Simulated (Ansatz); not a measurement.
# AlNi: the cost of one run

Program: Ansatz 0.2.0. Level of theory: DFT PBE, scalar-relativistic, plane waves, PAW. These are calculated values, not measurements.

1 further run of the same task is left out (set aside as unsound or not needed).

## (1) The structure to begin with

It takes space group Pm-3m (No. 221, cubic). The conventional cell has a = 2.893 Å, b = 2.893 Å, c = 2.893 Å, α = 90.00°, β = 90.00°, γ = 90.00°. Al (site symmetry m-3m) has 8 Ni at 2.51 Å as nearest neighbours. Around Ni (site symmetry m-3m) lie 8 Al at 2.51 Å.

As a file:

```cif
data_structure
_symmetry_space_group_name_H-M 'Pm-3m'
_symmetry_Int_Tables_number 221
_cell_length_a 2.8931
_cell_length_b 2.8931
_cell_length_c 2.8931
_cell_angle_alpha 90.000
_cell_angle_beta 90.000
_cell_angle_gamma 90.000
_cell_volume 24.21
loop_
_atom_site_label
_atom_site_type_symbol
_atom_site_symmetry_multiplicity
_atom_site_Wyckoff_symbol
_atom_site_fract_x
_atom_site_fract_y
_atom_site_fract_z
_atom_site_occupancy
Al1 Al 1 a 0.00000 0.00000 0.00000 1
Ni1 Ni 1 b 0.50000 0.50000 0.50000 1
```

This cell was relaxed beforehand with the same method: volume 12.11 Å³/atom, gap on the mesh none (metal).

## (2) Static run: bands, density of states and charges

input.yaml

```yaml
crystal:
  lattice:
    - [2.8930835179, 0.0, 0.0]
    - [0.0, 2.8930835179, 0.0]
    - [0.0, 0.0, 2.8930835179]
  atoms:
    - { symbol: Al, position: [0.0, 0.0, 0.0] }
    - { symbol: Ni, position: [0.5, 0.5, 0.5] }
basis:
  ecutwfc: 420
kpoints:
  mp_grid: { grid: [14, 14, 14] }
  band_path:
    path:
      - [[0.0, 0.0, 0.0], [0.0, 0.5, 0.0], [0.5, 0.5, 0.0], [0.0, 0.0, 0.0], [0.5, 0.5, 0.5], [0.0, 0.5, 0.0]]
      - [[0.5, 0.5, 0.5], [0.5, 0.5, 0.0]]
    npoints: 14
hamiltonian:
  xc: pbe
scf:
  occupations: { method: gaussian, width: 0.1 }
  n_extra_bands: 6
output:
  forces: true
  stress: true
  eigenvalues: true
  populations: true
  dos: { projected: true, de: 0.02, nscf_kmesh: { grid: [21, 21, 21] } }
  bader: true
```

Run with:

```bash
$ ansatz run input.yaml --threads 1 --pin off --max-ram 2560MiB --backend cpu --events-out ev --progress --plain --runs-dir out
```

Q: Estimate wall time and peak memory on 1 thread of Intel Xeon Platinum 8375C at 2.90GHz (Ice Lake), shared host.

About 28 s, with a peak of 0.39 GiB.
